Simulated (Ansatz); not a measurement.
# AgPtBr5: the cost of one run

Method: DFT PBE, scalar-relativistic, plane waves, PAW, in Ansatz 0.2.0.

4 further runs of the same task are left out: 1 that didn't finish, 3 set aside as unsound or not needed. Runs told in other sessions of the task aren't counted.

## 1. Starting point

Symmetry: P4/mmm, No. 123, tetragonal system. Conventional cell: a = 4.673 Å, b = 4.673 Å, c = 8.207 Å, α = 90.00°, β = 90.00°, γ = 90.00°. Around Ag (site symmetry 4/mmm) lie 12 Br at 3.24 to 3.30 Å. Pt (site symmetry 4/mmm) has 8 Br at 2.98 Å in its first shell of neighbours. Br (site symmetry 2mm) has 2 Pt at 2.98 Å and 2 Ag at 3.24 Å in its first shell of neighbours. Br (site symmetry 4/mmm) has 8 Br at 3.24 Å and 4 Ag at 3.30 Å in its first shell of neighbours.

Coordinates:

```
Ag Pt Br
1.0
     4.67286    0.00000    0.00000
     0.00000    4.67286    0.00000
     0.00000    0.00000    8.20718
Ag Pt Br
1 1 5
Direct
  0.50000 0.50000 0.00000
  0.00000 0.00000 0.50000
  0.50000 0.00000 0.72620
  0.00000 0.50000 0.72620
  0.50000 0.00000 0.27380
  0.00000 0.50000 0.27380
  0.00000 0.00000 0.00000
```

This is candidate A: ZnPd5Se type (P4/mmm, No. 123).

(A quick probe on a coarse mesh, which set the mesh and smearing, is not shown.)

## 3. A loose first relaxation (candidate A)

The input, input.yaml:

```yaml
crystal:
  lattice:
    - [4.6728557835, 0.0, 0.0]
    - [0.0, 4.6728557835, 0.0]
    - [0.0, 0.0, 8.2071778535]
  atoms:
    - { symbol: Ag, position: [0.5, 0.5, 0.0] }
    - { symbol: Pt, position: [0.0, 0.0, 0.5] }
    - { symbol: Br, position: [0.5, 0.0, 0.7262] }
    - { symbol: Br, position: [0.0, 0.5, 0.7262] }
    - { symbol: Br, position: [0.5, 0.0, 0.2738] }
    - { symbol: Br, position: [0.0, 0.5, 0.2738] }
    - { symbol: Br, position: [0.0, 0.0, 0.0] }
basis:
  ecutwfc: 420
kpoints:
  mp_grid: { grid: [4, 4, 2] }
hamiltonian:
  xc: pbe
scf:
  occupations: { method: gaussian, width: 0.1 }
  lower_state_search: "off"
output:
  forces: true
  stress: true
  eigenvalues: true
relax:
  adjacent_minimum: "off"
  f_tol: 0.04
  max_steps: 70
  cell: { stress_tol: 0.4 }
```

The run is started by

```bash
ansatz run input.yaml --threads 1 --pin off --max-ram 2560MiB --backend cpu --events-out ev --progress --plain --runs-dir out
```

What time and memory should one allow on 1 thread of Arm Neoverse V2, shared host?

About 98 s, with a peak of 0.46 GiB.
